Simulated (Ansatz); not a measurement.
# CH4BClSi: vertical spin-state energies

Which spin state of CH4BClSi lies lowest at this geometry? Aim: vertical spin-state energies, for CH4BClSi, run from a script. SMILES: Cl[SiH]1BC1.

Program: Ansatz 0.2.0 through its Python package. Level of theory: PBE/def2-TZVP. These are calculated values, not measurements.

**1. The structure**

Bond lengths: Cl1–Si2 2.114 Å, Si2–B3 2.029 Å, Si2–C4 1.777 Å, B3–C4 1.581 Å, Si2–H5 1.466 Å, B3–H6 1.194 Å, C4–H7 1.068 Å, C4–H8 1.133 Å. Angles (14 of 15 angles, heavy atoms first): Cl1–Si2–B3 107.3°, Cl1–Si2–C4 111.8°, B3–Si2–C4 48.5°, Si2–B3–C4 57.4°, Si2–C4–B3 74.1°, Cl1–Si2–H5 122.3°, B3–Si2–H5 106.1°, C4–Si2–H5 125.6°, Si2–B3–H6 151.2°, C4–B3–H6 150.6°, Si2–C4–H7 118.8°, Si2–C4–H8 111.5°, B3–C4–H7 117.5°, B3–C4–H8 108.8°.

The script holds or builds the structure itself.

**2. The code**

The input, spin_ch4bclsi.py:

```python
"""Vertical spin-state energies of CH4BClSi."""

import ansatz as az

GEOMETRY = """
Cl    1.63610    1.72860   -1.09840
Si   -0.16080    0.65270   -0.81160
B    -0.18520    0.02010    1.11620
C     0.13380   -0.94600   -0.09370
H    -1.47760    1.24770   -1.06010
H    -0.22250    0.24060    2.28940
H     1.11680   -1.36110   -0.14820
H    -0.74850   -1.63980   -0.24940
"""


def main() -> None:
    molecule = az.Crystal.molecule()
    for line in GEOMETRY.strip().splitlines():
        symbol, *xyz = line.split()
        molecule = molecule.atom(symbol, [float(v) for v in xyz])

    setup = (
        molecule.calculation()
        .basis(gaussian="def2-TZVP")
        .functional("pbe")
        .accuracy("medium")
        .scf(lower_state_search="off")
    )
    found = {}
    for unpaired in [0, 2]:
        rep = setup.spin("collinear", total=unpaired).run(threads=1, backend="cpu").report
        s = unpaired / 2
        found[unpaired] = rep["free_energy_ev"]
        print(f"2S+1 = {unpaired + 1}: E = {found[unpaired]:.5f} eV, <S^2> = {abs(rep['mean_field']['state']['spin_squared']):.3f} (pure state {s * (s + 1):.2f})")
    lowest = min(found, key=found.get)
    for unpaired, e in found.items():
        print(f"multiplicity {unpaired + 1}: {96.485332 * (e - found[lowest]):.1f} kJ/mol above the lowest")


if __name__ == "__main__":
    main()
```

**3. The input behind the calls**

The engine receives this input (first run):

```yaml
crystal:
  periodic: [false, false, false]
  atoms:
    - { symbol: Cl, position_ang: [1.6361, 1.7286, -1.0984] }
    - { symbol: Si, position_ang: [-0.1608, 0.6527, -0.8116] }
    - { symbol: B, position_ang: [-0.1852, 0.0201, 1.1162] }
    - { symbol: C, position_ang: [0.1338, -0.946, -0.0937] }
    - { symbol: H, position_ang: [-1.4776, 1.2477, -1.0601] }
    - { symbol: H, position_ang: [-0.2225, 0.2406, 2.2894] }
    - { symbol: H, position_ang: [1.1168, -1.3611, -0.1482] }
    - { symbol: H, position_ang: [-0.7485, -1.6398, -0.2494] }
accuracy: medium
basis:
  gaussian:
    orbitals: def2-TZVP
hamiltonian:
  xc: pbe
magnetization:
  spin_polarized: true
  initial_magnetization: 0.0
scf:
  lower_state_search: "off"
```

**4. Launch**

Started as:

```console
$ python spin_ch4bclsi.py
```

**Question.** Which spin state is lowest at this geometry, and how far above lie the others?

The runs gave:

| quantity | value |
| --- | --- |
| runs compared | 2 |
| lowest | run 1 (2S+1 = 1) |
| next above it by | 1.077 eV |

**Reading.** In order: multiplicity 1 (+0.00 eV) and multiplicity 3 (+1.08 eV), all at the one geometry. The geometry is a force-field or estimated start, not a minimum of this method, and the basis set is short of its limit. All parts are taken at fixed geometry, without zero-point energy.
